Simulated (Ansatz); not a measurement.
# CH2ClFO2Si: the cost of one run

Method: RKS r2SCANh-D4/6-31G, in Ansatz 0.2.0.

### 1 The system as given

Bond lengths: O1–Si2 1.650 Å, Si2–F3 1.572 Å, Si2–O4 1.596 Å, Si2–C5 1.802 Å, O4–C5 1.419 Å, C5–Cl6 1.757 Å, O1–H7 0.976 Å, C5–H8 1.060 Å. Angles: O1–Si2–F3 111.3°, O1–Si2–O4 106.0°, O1–Si2–C5 128.4°, F3–Si2–O4 105.5°, F3–Si2–C5 118.5°, O4–Si2–C5 48.9°, Si2–O1–H7 113.3°, Si2–O4–C5 73.1°, Si2–C5–O4 58.0°, Si2–C5–Cl6 120.2°, Si2–C5–H8 116.8°, O4–C5–Cl6 120.1°, O4–C5–H8 121.7°, Cl6–C5–H8 110.9°.

Structure file:

```xyz
8

O     1.7512    0.4142   -0.7602
Si    0.6439   -0.2574    0.2628
F     1.1489   -1.6359    0.8239
O    -0.6304   -0.6025   -0.6344
C    -1.0961    0.1669    0.4628
Cl   -1.6362    1.8203    0.2123
H     1.5158    0.3156   -1.7023
H    -1.6050   -0.2783    1.2792
```

### 2 End point A

The input, input.yaml:

```yaml
crystal:
  periodic: [false, false, false]
  atoms:
    - { symbol: O, position_ang: [1.7512, 0.4142, -0.7602] }
    - { symbol: Si, position_ang: [0.6439, -0.2574, 0.2628] }
    - { symbol: F, position_ang: [1.1489, -1.6359, 0.8239] }
    - { symbol: O, position_ang: [-0.6304, -0.6025, -0.6344] }
    - { symbol: C, position_ang: [-1.0961, 0.1669, 0.4628] }
    - { symbol: Cl, position_ang: [-1.6362, 1.8203, 0.2123] }
    - { symbol: H, position_ang: [1.5158, 0.3156, -1.7023] }
    - { symbol: H, position_ang: [-1.605, -0.2783, 1.2792] }
basis:
  gaussian: { orbitals: "6-31G" }
hamiltonian:
  xc: r2scanh
  dispersion: d4
relax:
  f_tol: 0.015
  max_steps: 40
```

Started as:

```sh
> ansatz run input.yaml --threads 1 --pin off --max-ram 2048MiB --backend cpu --events-out ev --progress --plain --runs-dir out
```

**Question.** How long does this run take on 1 thread of Intel Xeon Platinum 8488C (Sapphire Rapids), shared host, and how much memory does it need?

About 66 s, with a peak of 0.23 GiB.
